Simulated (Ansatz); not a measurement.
# AlFH4N2: a ladder of functionals and wavefunction methods

One table from this session's results is given with a row withheld; the runs are named, their logs left out.

Program: Ansatz 0.2.0, Gaussian basis. Level of theory: functionals in def2-TZVPP, the program's frozen cores in correlated methods. These are calculated values, not measurements.

Plan: LDA (SPW92), PBE-D4, revPBE-D4, BLYP-D4, r2SCAN-D4, B97M-V, PBE0-D4, B3LYP-D4, r2SCANh-D4, r2SCAN0-D4, HSE06-D4, BHLYP-D4, CAM-B3LYP-D4, LC-ωPBE, ωB97X-V, ωB97M-V, B2PLYP, PBE-QIDH; CCSD(T)/def2-SVP; CCSD(T)/def2-TZVPP; CCSD(T)/def2-QZVPP; extrapolation to the limit; RPA on PBE.

1 further run of the same task is left out (it didn't finish).

**Structure used throughout**

The geometry comes from an earlier relaxation with PBE0-D4 in a triple-zeta def2 set; it is a stationary point, not always the lowest conformer.

SMILES `[NH2][Al]([NH2])[F]`, 8 atoms, charge 0, spin multiplicity 1.

Atoms are counted from 1 here; the program's logs count them from 0.

Bond lengths: N1–Al2 1.758 Å, N1–H5 1.006 Å, N1–H6 1.006 Å, Al2–N3 1.758 Å, Al2–F4 1.652 Å, N3–H7 1.006 Å, N3–H8 1.006 Å. Angles: Al2–N1–H5 123.9°, Al2–N1–H6 125.6°, H5–N1–H6 110.5°, N1–Al2–N3 123.8°, N1–Al2–F4 118.1°, N3–Al2–F4 118.1°, Al2–N3–H7 125.6°, Al2–N3–H8 123.9°, H7–N3–H8 110.5°.

Coordinates:

```
atom    x (Å)    y (Å)    z (Å)
  N1  -0.6541   1.3971  -0.2727
 Al2  -0.1908  -0.2920  -0.4260
  N3   0.8866  -1.1166   0.6924
  F4  -0.8033  -1.1544  -1.6943
  H5  -1.2704   1.8701  -0.9120
  H6  -0.3501   2.0248   0.4519
  H7   1.3220  -0.7031   1.4991
  H8   1.1524  -2.0831   0.6058
```

Set-up of the first run:

in.yaml reads:

```yaml
crystal:
  periodic: [false, false, false]
  atoms:
    - {symbol: N, position_ang: [-0.654113, 1.397129, -0.272688]}
    - {symbol: Al, position_ang: [-0.190843, -0.292047, -0.425976]}
    - {symbol: N, position_ang: [0.886554, -1.116582, 0.692410]}
    - {symbol: F, position_ang: [-0.803342, -1.154408, -1.694316]}
    - {symbol: H, position_ang: [-1.270390, 1.870085, -0.912042]}
    - {symbol: H, position_ang: [-0.350080, 2.024759, 0.451867]}
    - {symbol: H, position_ang: [1.322014, -0.703079, 1.499086]}
    - {symbol: H, position_ang: [1.152400, -2.083058, 0.605760]}
basis:
  gaussian: {orbitals: def2-TZVPP}
hamiltonian: {xc: lda}
output: {orbitals: {seedname: orbitals}}
```

On the command line:

```
ansatz run in.yaml --threads 2 --pin off --events-out ev --progress --plain --max-ram 32768MiB --backend cpu
```

Steps of the session up to this table: LDA; PBE-D4 (GGA); revPBE-D4 (GGA); BLYP-D4 (GGA); r2SCAN-D4 (meta-GGA); B97M-V (meta-GGA); PBE0-D4 (hybrid); B3LYP-D4 (hybrid); r2SCANh-D4 (hybrid); r2SCAN0-D4 (hybrid); HSE06-D4 (hybrid); BHLYP-D4 (hybrid); CAM-B3LYP-D4 (range-separated); LC-ωPBE (range-separated); ωB97X-V (range-separated); ωB97M-V (range-separated); B2PLYP (double hybrid); PBE-QIDH (double hybrid).

One table of the session follows, with a row left open; its other results are not shown here.

It belongs to the step «Orbital energies across the functionals». 

| functional | HOMO (eV) | gap (eV) |
| --- | --- | --- |
| LDA (SPW92) | -5.94 | 4.85 |
| PBE-D4 | -5.75 | 4.84 |
| revPBE-D4 | -5.69 | 4.88 |
| BLYP-D4 | -5.63 | 4.72 |
| r2SCAN-D4 | -6.06 | 5.70 |
| B97M-V | -6.09 | 5.34 |
| PBE0-D4 | -7.20 | 7.11 |
| B3LYP-D4 | -6.94 | 6.53 |
| r2SCANh-D4 | -6.60 | 6.49 |
| r2SCAN0-D4 | ? | ? |
| HSE06-D4 | -6.79 | 6.33 |
| BHLYP-D4 | -8.54 | 9.10 |
| CAM-B3LYP-D4 | -8.65 | 9.36 |
| LC-ωPBE | -10.10 | 12.14 |
| ωB97X-V | -9.69 | 11.48 |
| ωB97M-V | -9.58 | 10.98 |

**Question.** Estimate the row for r2SCAN0-D4.

Worked estimate for «HOMO (eV)». Against the share of exact exchange, r2SCAN-D4 (0, -6.06), r2SCANh-D4 (0.1, -6.60) give a slope of -5.40 per unit share; at 0.25 the line stands at -7.41.

The run gave: HOMO (eV): -7.41; gap (eV): 7.67. In «HOMO (eV)» the line misses by 0.00.
